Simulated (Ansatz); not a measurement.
ScAu₃, space group Fm-3m: an equation of state with a fit, run with the Ansatz DFT code, driven from Python.

The script, `eos.py`:
```python
"""Bulk modulus of ScAu3 from an E(V) curve."""

import ansatz as az
from ase.eos import EquationOfState
from ase.units import GPa
import numpy as np

VECTORS = np.array([
    [0.0, 3.31449, 3.31449],
    [3.31449, 0.0, 3.31449],
    [3.31449, 3.31449, 0.0],
])
SITES = [
    ("Sc", [0.0, 0.0, 0.0]),
    ("Au", [0.25, 0.25, 0.25]),
    ("Au", [0.75, 0.75, 0.75]),
    ("Au", [0.5, 0.5, 0.5]),
]


def make_crystal(cell):
    crystal = az.Crystal(lattice=az.Lattice.of(cell))
    for symbol, position in SITES:
        crystal = crystal.atom(symbol, position)
    return crystal


def main() -> None:
    # uniform scaling of the cell
    volumes, energies = [], []
    for scale in np.linspace(0.95, 1.07, 5):
        cell = VECTORS * scale ** (1 / 3)
        setup = (
            make_crystal(cell).calculation()
            .pseudopotentials("paw", azcp={"folder": "soft_1"})
            .basis(500, density_ratio=6)
            .occupations(az.OccupationsMethod.COLD)
            .functional("r2scan")
            .accuracy("low")
            .kpoints(6, 6, 6)
        )
        summary = setup.run().report
        volumes.append(abs(np.linalg.det(cell)) / len(SITES))
        energies.append(summary["free_energy_ev"] / len(SITES))
        print(f"V = {volumes[-1]:8.4f} A^3/atom  F = {energies[-1]:.5f} eV/atom")

    eos = EquationOfState(volumes, energies, eos="sj")
    v0, e0, bulk = eos.fit()
    print(f"V0 = {v0:.4f} A^3/atom, E0 = {e0:.5f} eV/atom, B = {bulk / GPa:.1f} GPa")


if __name__ == "__main__":
    main()
```

Estimate the equilibrium volume and the bulk modulus.

A third-order Birch-Murnaghan fit through the 5 points (the script's own form differs a little) has its minimum at 18.19 Å³ an atom, 0.1 % below the typed cell, with a bulk modulus of 128 GPa and dB/dP = 4.7. From that minimum the energy rises by 19.2 meV an atom on the compressed side and 32.1 meV on the expanded side.

The run itself:

`python eos.py` gives:
```text
V =  17.2959 A^3/atom  F = -10409.59720 eV/atom
V =  17.8421 A^3/atom  F = -10409.61367 eV/atom
V =  18.3883 A^3/atom  F = -10409.61552 eV/atom
V =  18.9345 A^3/atom  F = -10409.60510 eV/atom
V =  19.4807 A^3/atom  F = -10409.58430 eV/atom
V0 = 18.1883 A^3/atom, E0 = -10409.61639 eV/atom, B = 127.6 GPa
```

These settings explore the input space; cutoff and mesh may be short of convergence. The run is spin-unpolarised. The mesh is modest for a metal, so energies can be off by several to tens of meV an atom and pressures by half a GPa or more; differences at equal mesh fare better. Spin-orbit coupling, which matters for elements this heavy, is left out. This cell is a computed structure, which may not be the phase found in nature. Run time: 26 s on 1 thread of Intel(R) Xeon(R) Processor @ 2.30GHz, with other jobs on the host, peak memory 0.72 GiB.
